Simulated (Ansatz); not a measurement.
# Alloy of MgS and CaS (2 of 32 Mg sites exchanged), 64 atoms

Aim: relax the alloy cell and compare the gap by PBEsol and HSE06.

Program: Ansatz 0.2.0, PAW, plane waves. These are calculated values, not measurements.

## (1) The system as built

64 atoms (32 S, 30 Mg, 2 Ca); a = 10.418 Å, b = 10.418 Å, c = 10.418 Å, α = 90.00°, β = 90.00°, γ = 90.00°. All atoms were shaken off their sites by about 0.02 Å along each axis.

Plan of the steps: (2) PBEsol cell relaxation at the single k point (¼, ¼, ¼), on 8 threads of AMD EPYC 7R13; (3) HSE06 single point at the Γ point alone, on 8 threads of AMD EPYC 7R13.

## (2) Relaxing cell and atoms with PBEsol

Input file in.yaml:

```yaml
crystal:
  lattice:
    - [10.418110, 0.000000, 0.000000]
    - [0.000000, 10.418110, 0.000000]
    - [0.000000, 0.000000, 10.418110]
  atoms:
    - { symbol: S, position: [0.249900, 0.997417, 0.996632] }
    - { symbol: S, position: [0.252329, 0.000001, 0.497672] }
    - { symbol: S, position: [0.250374, 0.500230, 0.001486] }
    - { symbol: S, position: [0.250765, 0.499162, 0.498728] }
    - { symbol: S, position: [0.752454, 0.000457, 0.999258] }
    - { symbol: S, position: [0.750381, 0.002918, 0.499675] }
    - { symbol: S, position: [0.749846, 0.502242, 0.997813] }
    - { symbol: S, position: [0.753109, 0.497451, 0.501046] }
    - { symbol: S, position: [0.999324, 0.249155, 0.999275] }
    - { symbol: S, position: [0.001866, 0.248590, 0.499934] }
    - { symbol: S, position: [0.002067, 0.749689, 0.000184] }
    - { symbol: S, position: [0.001320, 0.748743, 0.498590] }
    - { symbol: S, position: [0.502944, 0.249836, 0.999459] }
    - { symbol: S, position: [0.499082, 0.252467, 0.500552] }
    - { symbol: S, position: [0.502527, 0.749030, 0.000953] }
    - { symbol: S, position: [0.502535, 0.752023, 0.498354] }
    - { symbol: S, position: [0.000007, 0.001417, 0.250911] }
    - { symbol: S, position: [0.999880, 0.001409, 0.747679] }
    - { symbol: S, position: [0.000642, 0.498248, 0.250337] }
    - { symbol: S, position: [0.001836, 0.500997, 0.745659] }
    - { symbol: S, position: [0.502445, 0.001144, 0.252314] }
    - { symbol: S, position: [0.499286, 0.006206, 0.749005] }
    - { symbol: S, position: [0.500083, 0.498234, 0.248390] }
    - { symbol: S, position: [0.499248, 0.500972, 0.748262] }
    - { symbol: S, position: [0.250293, 0.251215, 0.252709] }
    - { symbol: S, position: [0.251138, 0.249817, 0.748103] }
    - { symbol: S, position: [0.250085, 0.749057, 0.246505] }
    - { symbol: S, position: [0.252940, 0.747876, 0.747211] }
    - { symbol: S, position: [0.752847, 0.246840, 0.252685] }
    - { symbol: S, position: [0.749130, 0.248102, 0.751624] }
    - { symbol: S, position: [0.750866, 0.749663, 0.248960] }
    - { symbol: S, position: [0.747437, 0.750460, 0.747030] }
    - { symbol: Mg, position: [0.001328, 0.999560, 0.998594] }
    - { symbol: Mg, position: [0.998259, 0.000724, 0.497941] }
    - { symbol: Mg, position: [0.000174, 0.499694, 0.999163] }
    - { symbol: Mg, position: [0.998829, 0.501247, 0.500453] }
    - { symbol: Mg, position: [0.501172, 0.999037, 0.999087] }
    - { symbol: Mg, position: [0.500396, 0.003753, 0.501519] }
    - { symbol: Mg, position: [0.499753, 0.499135, 0.998892] }
    - { symbol: Mg, position: [0.499879, 0.502229, 0.497560] }
    - { symbol: Mg, position: [0.250695, 0.249473, 0.998832] }
    - { symbol: Mg, position: [0.248497, 0.748068, 0.998538] }
    - { symbol: Mg, position: [0.250599, 0.750314, 0.500554] }
    - { symbol: Mg, position: [0.750306, 0.248705, 0.000604] }
    - { symbol: Mg, position: [0.749407, 0.250560, 0.499290] }
    - { symbol: Mg, position: [0.749619, 0.750310, 0.998909] }
    - { symbol: Mg, position: [0.750632, 0.749344, 0.500767] }
    - { symbol: Mg, position: [0.249845, 0.004467, 0.248624] }
    - { symbol: Mg, position: [0.253317, 0.998575, 0.750250] }
    - { symbol: Mg, position: [0.253503, 0.503677, 0.247678] }
    - { symbol: Mg, position: [0.748906, 0.996397, 0.249914] }
    - { symbol: Mg, position: [0.748050, 0.999657, 0.749424] }
    - { symbol: Mg, position: [0.750379, 0.498762, 0.246237] }
    - { symbol: Mg, position: [0.746543, 0.498066, 0.749855] }
    - { symbol: Mg, position: [0.997654, 0.252034, 0.250216] }
    - { symbol: Mg, position: [0.998322, 0.249982, 0.750699] }
    - { symbol: Mg, position: [0.001824, 0.748316, 0.254183] }
    - { symbol: Mg, position: [0.999674, 0.752252, 0.751759] }
    - { symbol: Mg, position: [0.499193, 0.249912, 0.250611] }
    - { symbol: Mg, position: [0.501191, 0.250769, 0.746257] }
    - { symbol: Mg, position: [0.501507, 0.750585, 0.245333] }
    - { symbol: Mg, position: [0.501154, 0.747046, 0.747908] }
    - { symbol: Ca, position: [0.248301, 0.248064, 0.499729] }
    - { symbol: Ca, position: [0.251486, 0.499927, 0.754136] }
  symmetry: { detect: false }
kpoints:
  mp_grid: { grid: [1, 1, 1], shift: [0.25, 0.25, 0.25] }
hamiltonian:
  xc: pbesol
scf:
  occupations: { method: fermi_dirac, width: 0.01 }
relax:
  f_tol: 0.03
  max_steps: 80
  escape_saddle: false
  adjacent_minimum: "off"
  cell: { fix: [shape] }
output:
  forces: true
  eigenvalues: true
  populations: true
```

Run with:

```
ansatz run in.yaml --threads 8 --pin off --max-ram 15200MiB --runs-dir r --events-out ev --progress --plain
```

Further steps of the session: Single point with HSE06.

**Question.** What will these runs give? Wanted: for each run, top filled to lowest empty.

As calculated:

```
             level                     time   k points  top filled to lowest empty (eV)
PBEsol, relaxation     69 s (8 CPU threads)  (¼, ¼, ¼)                             3.32
             HSE06  2.8 min (8 CPU threads)          Γ                             3.75
```

| quantity | value |
| --- | --- |
| relaxation | 6 recorded steps, 0.84 eV gained |
| largest shift | 0.14 Å (S26) |
| relaxed cell | a = 10.428 Å, b = 10.428 Å, c = 10.428 Å, α = 90.00°, β = 90.00°, γ = 90.00° |
| mean bonds | Ca–S 2.702, Mg–S 2.601 Å |

**What this shows.** The relaxation lowers the energy by 0.84 eV; the largest shift is 0.14 Å (S26), while the volume changes by +0.3 %. The mean lengths of the listed bonds run from Mg–S 2.60 Å to Ca–S 2.70 Å. Rows on different k points differ by sampling as well as by level. With one k point the spacing samples only the states that fold onto it, so it can exceed the gap over the zone.
